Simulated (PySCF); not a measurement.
# FeO4 ([FeO4]3-): the cost of one run

Computed with PySCF 2.14.0 and routines of our own; the level stands in each step. Atoms count from 0.

## 1. The system as given

5 atoms, charge -3, states of the metal's open shell are computed; geometry from: model start, shaken.

## 2. Relaxing the molecule at PBE0-D3(BJ)/def2-TZVP

The job: settings as JSON, then the geometry in Å.

```
{"job": {"xc": "PBE0", "basis": "def2-TZVP", "d3": "d3bj", "grid": 1, "maxiter": 45, "solvent": "water", "kind": "geom"}, "charge": -3, "metal": "Fe", "open_shell": "d3"}
Fe     0.000020     0.004480    -0.004110
O      1.129790     1.136330     1.128280
O     -1.142250    -1.123050     1.135770
O     -1.152460     1.150500    -1.137800
O      1.144730    -1.157110    -1.143590
```

Started as:

```bash
> OMP_NUM_THREADS=1 python lf_run.py task.json out
```

This one command runs all jobs of the session in turn.

Q: Estimate the wall time and peak memory of this first job on 1 thread of Arm Neoverse V2, shared host.

About 21 min, with a peak of 0.97 GiB.
